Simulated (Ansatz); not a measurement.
# C2H7AlOSn: a ladder of functionals and wavefunction methods

The task here is to estimate one member of a computed series from the others.

The runs use Ansatz 0.2.0, Gaussian basis; functionals in def2-TZVPP, the program's frozen cores in correlated methods.

The runs, in order: PBE-D4, r2SCAN-D4, PBE0-D4, B3LYP-D4, ωB97X-V, ωB97M-V, B2PLYP; CCSD(T)/def2-TZVPP; MP2/def2-QZVPP; extrapolation to the limit.

### Structure used throughout

The geometry comes from an earlier relaxation with PBE0-D4 in a triple-zeta def2 set; it is a stationary point, not always the lowest conformer. Sn takes the def2 core potential; no spin-orbit term is included.

SMILES `C=C[O][AlH][SnH3]`, 12 atoms, charge 0, spin multiplicity 1.

Atoms are counted from 1 here; the program's logs count them from 0.

Bond lengths: C1–C2 1.327 Å, C1–H6 1.081 Å, C1–H7 1.084 Å, C2–O3 1.344 Å, C2–H8 1.088 Å, O3–Al4 1.704 Å, Al4–Sn5 2.644 Å, Al4–H9 1.584 Å, Sn5–H10 1.711 Å, Sn5–H11 1.710 Å, Sn5–H12 1.709 Å. Angles: C2–C1–H6 119.7°, C2–C1–H7 122.1°, H6–C1–H7 118.2°, C1–C2–O3 125.8°, C1–C2–H8 121.1°, O3–C2–H8 113.1°, C2–O3–Al4 135.6°, O3–Al4–Sn5 113.1°, O3–Al4–H9 118.6°, Sn5–Al4–H9 128.3°, Al4–Sn5–H10 112.4°, Al4–Sn5–H11 111.5°, Al4–Sn5–H12 112.2°, H10–Sn5–H11 106.6°, H10–Sn5–H12 107.0°, H11–Sn5–H12 106.8°.

As a file:

```mol
C2H7AlOSn
  3D, bonds by distance, orders not assigned

 12 11  0  0  0  0  0  0  0  0999 V2000
   -1.3883    1.9701    1.5262 C   0  0
   -0.7218    0.8532    1.7905 C   0  0
   -0.1983    0.0155    0.8792 O   0  0
    0.6574    0.1880   -0.5837 Al  0  0
    1.0515   -2.1088   -1.8336 Sn  0  0
   -1.7799    2.5659    2.3392 H   0  0
   -1.5637    2.3100    0.5116 H   0  0
   -0.5705    0.5176    2.8147 H   0  0
    1.1336    1.6356   -1.0174 H   0  0
    1.6836   -1.8923   -3.4087 H   0  0
    2.1639   -3.0978   -0.9909 H   0  0
   -0.3905   -3.0121   -1.9932 H   0  0
  1  2  8  0
  2  3  8  0
  3  4  8  0
  4  5  8  0
  1  6  8  0
  1  7  8  0
  2  8  8  0
  4  9  8  0
  5 10  8  0
  5 11  8  0
  5 12  8  0
M  END
```

The first run:

in.yaml reads:

```yaml
crystal:
  periodic: [false, false, false]
  atoms:
    - {symbol: C, position_ang: [-1.388332, 1.970139, 1.526240]}
    - {symbol: C, position_ang: [-0.721840, 0.853220, 1.790520]}
    - {symbol: O, position_ang: [-0.198259, 0.015459, 0.879191]}
    - {symbol: Al, position_ang: [0.657450, 0.188050, -0.583690]}
    - {symbol: Sn, position_ang: [1.051535, -2.108774, -1.833600]}
    - {symbol: H, position_ang: [-1.779944, 2.565924, 2.339189]}
    - {symbol: H, position_ang: [-1.563741, 2.309990, 0.511624]}
    - {symbol: H, position_ang: [-0.570481, 0.517570, 2.814691]}
    - {symbol: H, position_ang: [1.133615, 1.635561, -1.017440]}
    - {symbol: H, position_ang: [1.683559, -1.892325, -3.408662]}
    - {symbol: H, position_ang: [2.163869, -3.097799, -0.990862]}
    - {symbol: H, position_ang: [-0.390531, -3.012116, -1.993199]}
basis:
  gaussian: {orbitals: def2-TZVPP}
hamiltonian: {xc: pbe, dispersion: d4}
output: {forces: true, orbitals: {seedname: orbitals}}
```

On the command line:

```
$ ansatz run in.yaml --threads 2 --pin off --events-out ev --progress --plain --max-ram 22528MiB --backend cuda --devices 0, --max-vram 18GiB
```

Among the steps run: PBE-D4 (GGA); r2SCAN-D4 (meta-GGA); PBE0-D4 (hybrid); B3LYP-D4 (hybrid); ωB97X-V (range-separated); ωB97M-V (range-separated); B2PLYP (double hybrid); CCSD(T) in def2-TZVPP; MP2 in def2-QZVPP.

One of the session's tables, all rows but one given; the rest of the session is left out.

| method | atomisation energy (eV) |
| --- | --- |
| PBE-D4 | 42.056 |
| r2SCAN-D4 | 41.690 |
| PBE0-D4 | 41.394 |
| B3LYP-D4 | ? |
| ωB97X-V | 41.778 |
| ωB97M-V | 41.616 |
| B2PLYP | 41.037 |
| HF/def2-TZVPP | 30.182 |
| MP2/def2-TZVPP | 40.901 |
| CCSD/def2-TZVPP | 40.056 |
| CCSD(T)/def2-TZVPP | 40.678 |
| MP2/CBS | 41.972 |
| CCSD(T)/CBS | 41.750 |

**Question.** Estimate the row for B3LYP-D4.

The run gave: atomisation energy (eV): 41.505. In the column «atomisation energy (eV)» it lies between PBE0-D4 (41.394) and ωB97M-V (41.616).

Among the levels timed on like hardware and quicker than the yardstick, those that no quicker one beats, quickest first: PBE-D4 (2.3 s, +0.307 eV); r2SCAN-D4 (2.6 s, -0.059 eV); ωB97X-V (4.2 s, +0.028 eV). Runs this short are mostly start-up, so their order is noise.

B2PLYP carry no dispersion term (for B3LYP, D4 adds 0.396 eV).

To keep in mind: All levels share the lack of spin-orbit coupling, which lowers the free heavy atoms and so the true binding.
